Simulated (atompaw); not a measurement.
**Pseudopotential generation for Hf: PAW (atompaw), PBEsol**

Aim: build the potential from the settings below, then test how well it stands in for the atom: scattering, ghost states and the plane-wave cutoff that it needs.

The numbers are computed with atompaw 4.2.0.5 (PBEsol, scalar-relativistic, spin-unpolarised reference atom).

### Step 1. The atom and the settings

Typed settings, in words:

```json
{
  "element": "hafnium (Hf, Z = 72)",
  "type": "PAW",
  "frozen core": "[Kr] 4d10 4f14",
  "valence charge": "12",
  "reference configuration": "5s2 5p6 5d2 6s2 6p0",
  "partial waves": "5s (bound): rc 1.90 bohr; 6s (bound): rc 2.60 bohr; 5p (bound): rc 1.75 bohr; 6p (bound, empty): rc 2.60 bohr; 5d (bound): rc 2.60 bohr; 5d channel at 1.25 Ry: rc 2.60 bohr",
  "local potential": "bessel scheme, radius 1.95 bohr",
  "core correction": "smooth core density matched at 2.10 bohr",
  "augmentation charge": "sinc compensation charge, radius 2.00 bohr; PAW radius 2.60 bohr; waves and projectors: custom polynom2 7 10 vanderbiltortho"
}
```

The outer shells as boxes (Hund's rule for the drawing; the calculation is spin-unpolarised):

```
[Kr] core
4d [↑↓][↑↓][↑↓][↑↓][↑↓]
4f [↑↓][↑↓][↑↓][↑↓][↑↓][↑↓][↑↓]
5s [↑↓]
5p [↑↓][↑↓][↑↓]
5d [↑ ][↑ ][  ][  ][  ]
6s [↑↓]
6p [  ][  ][  ]
```

An earlier all-electron run gives the scale for the radii.

All-electron outer shells of the reference configuration (PBEsol, scalar-relativistic, ld1.x):

```
shell  level (eV)  outermost node (bohr)  outermost maximum (bohr)
   4d     -206.51                   0.23                      0.47
   5s      -67.04                   0.55                      1.01
   5p      -35.59                   0.60                      1.16
   4f      -16.86                      –                      0.45
   6s       -5.13                   1.37                      2.89
   5d       -2.71                   0.67                      1.69
   6p       -1.37                   1.66                      4.05
```

### Step 2. The generation run

Input file Hf.input:

```
Hf 72
GGA-PBESOL scalarrelativistic loggrid 2001 logderivrange -7 5 301
6 6 5 4 0 0
6 1 0
5 2 2
0 0 0
c
c
c
c
v
v
c
c
c
v
v
c
c
v
c
2
2.60 2.00 1.95 2.10
n
n
y
1.25
n
custom polynom2 7 10 vanderbiltortho sinc
bessel
1.90
2.60
1.75
2.60
2.60
2.60
PWSCFOUT
UPFDX 0.0125d0 UPFXMIN -7.d0 UPFZMESH 72.d0
END
```

Command:

```bash
$ atompaw < Hf.input > Hf.log
```

**Question.** What will these runs give? Wanted: cutoffs for 10 and 1 mRy, occupied levels; bound ghosts; largest phase difference near zero energy, channels read; lowest eigenvalue of the overlap; share of valence orbitals outside the PAW sphere; UPF file.

As calculated:

| quantity | value |
| --- | --- |
| cutoffs for 10 and 1 mRy, occupied levels | 25 Ry and 55 Ry |
| bound ghosts | none found |
| largest phase difference near zero energy, channels read | 0.034 rad |
| lowest eigenvalue of the overlap (Bessel basis) | 0.384 (s) |
| share of valence orbitals outside the PAW sphere | 5s 0 %, 6s 74 %, 5p 2 %, 6p 94 %, 5d 38 % |
| UPF file | written |

In words: The potential is soft on the atom at that tolerance: the looser tolerance needs 25 Ry. The slowest level is 5d: taken alone it needs 35 Ry to come within 1 mRy, against 21 Ry for 5p. No bound ghost shows below the valence levels. Of the channels read, p scatters worst near zero energy, by up to 0.03 rad. Note that the frozen 4f shell (-17 eV) lies no deeper than the valence 5s shell (-67 eV).
